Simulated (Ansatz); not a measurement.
# CH₄F₂OSSi: a ladder of functionals and wavefunction methods

One table from this session's results is given with a row withheld; the runs are named, their logs left out.

Computed with Ansatz 0.2.0, Gaussian basis. Level: functionals in def2-TZVPP, the program's frozen cores in correlated methods.

Plan: LDA (SPW92), PBE-D4, revPBE-D4, BLYP-D4, r2SCAN-D4, B97M-V, PBE0-D4, B3LYP-D4, r2SCANh-D4, r2SCAN0-D4, HSE06-D4, BHLYP-D4, CAM-B3LYP-D4, LC-ωPBE, ωB97X-V, ωB97M-V, B2PLYP, PBE-QIDH; CCSD(T)/def2-SVP; CCSD(T)/def2-TZVPP; MP2/def2-QZVPP; extrapolation to the limit; RPA on PBE.

### Structure used throughout

All runs share one geometry, relaxed beforehand with PBE0-D4 in a triple-zeta def2 set.

SMILES `CO[Si](F)(F)S`, 10 atoms, charge 0, spin multiplicity 1.

Atoms are counted from 1 here; the program's logs count them from 0.

Bond lengths: C1–O2 1.418 Å, C1–H7 1.093 Å, C1–H8 1.093 Å, C1–H9 1.090 Å, O2–Si3 1.608 Å, Si3–F4 1.586 Å, Si3–F5 1.582 Å, Si3–S6 2.095 Å, S6–H10 1.344 Å. Angles: O2–C1–H7 110.5°, O2–C1–H8 111.3°, O2–C1–H9 107.8°, H7–C1–H8 109.2°, H7–C1–H9 108.9°, H8–C1–H9 109.0°, C1–O2–Si3 126.3°, O2–Si3–F4 108.5°, O2–Si3–F5 112.4°, O2–Si3–S6 110.7°, F4–Si3–F5 105.3°, F4–Si3–S6 113.1°, F5–Si3–S6 106.7°, Si3–S6–H10 92.3°.

The first run:

Input file in.yaml:

```yaml
crystal:
  periodic: [false, false, false]
  atoms:
    - {symbol: C, position_ang: [-0.185097, -1.188406, 1.142119]}
    - {symbol: O, position_ang: [0.269659, 0.045285, 0.611103]}
    - {symbol: Si, position_ang: [-0.235359, 0.741902, -0.747574]}
    - {symbol: F, position_ang: [-0.346863, -0.370053, -1.872939]}
    - {symbol: F, position_ang: [-1.691141, 1.346177, -0.611615]}
    - {symbol: S, position_ang: [1.026929, 2.326451, -1.281911]}
    - {symbol: H, position_ang: [-1.168547, -1.067444, 1.603082]}
    - {symbol: H, position_ang: [-0.242928, -1.957007, 0.366998]}
    - {symbol: H, position_ang: [0.526461, -1.505077, 1.904545]}
    - {symbol: H, position_ang: [2.129987, 1.577074, -1.110908]}
basis:
  gaussian: {orbitals: def2-TZVPP}
hamiltonian: {xc: lda}
output: {orbitals: {seedname: orbitals}}
```

Launch:

```console
> ansatz run in.yaml --threads 4 --pin off --events-out ev --progress --plain --max-ram 10444MiB
```

Steps of the session up to this table: LDA; PBE-D4 (GGA); revPBE-D4 (GGA); BLYP-D4 (GGA); r2SCAN-D4 (meta-GGA); B97M-V (meta-GGA); B3LYP-D4 (hybrid); r2SCANh-D4 (hybrid); r2SCAN0-D4 (hybrid); HSE06-D4 (hybrid); BHLYP-D4 (hybrid); CAM-B3LYP-D4 (range-separated); LC-ωPBE (range-separated); ωB97X-V (range-separated); ωB97M-V (range-separated); B2PLYP (double hybrid); PBE-QIDH (double hybrid).

One of the session's tables, all rows but one given; the rest of the session is left out.

It belongs to the step «Frontier levels by functional». 

```
  functional  HOMO (eV)  gap (eV)
 LDA (SPW92)      -6.93      6.04
      PBE-D4      -6.80      6.06
   revPBE-D4          ?         ?
     BLYP-D4      -6.61      5.94
   r2SCAN-D4      -7.10      6.73
      B97M-V      -7.19      6.67
     PBE0-D4      -8.10      8.32
    B3LYP-D4      -7.81      7.74
  r2SCANh-D4      -7.58      7.55
  r2SCAN0-D4      -8.29      8.77
    HSE06-D4      -7.69      7.54
    BHLYP-D4      -9.21     10.31
CAM-B3LYP-D4      -9.43     10.66
     LC-ωPBE     -10.88     13.44
     ωB97X-V     -10.49     12.85
     ωB97M-V     -10.31     12.37
```

**Question.** Estimate the row for revPBE-D4.

The run gave: HOMO (eV): -6.74; gap (eV): 6.08. In the column «HOMO (eV)» it lies between PBE-D4 (-6.80) and BLYP-D4 (-6.61).
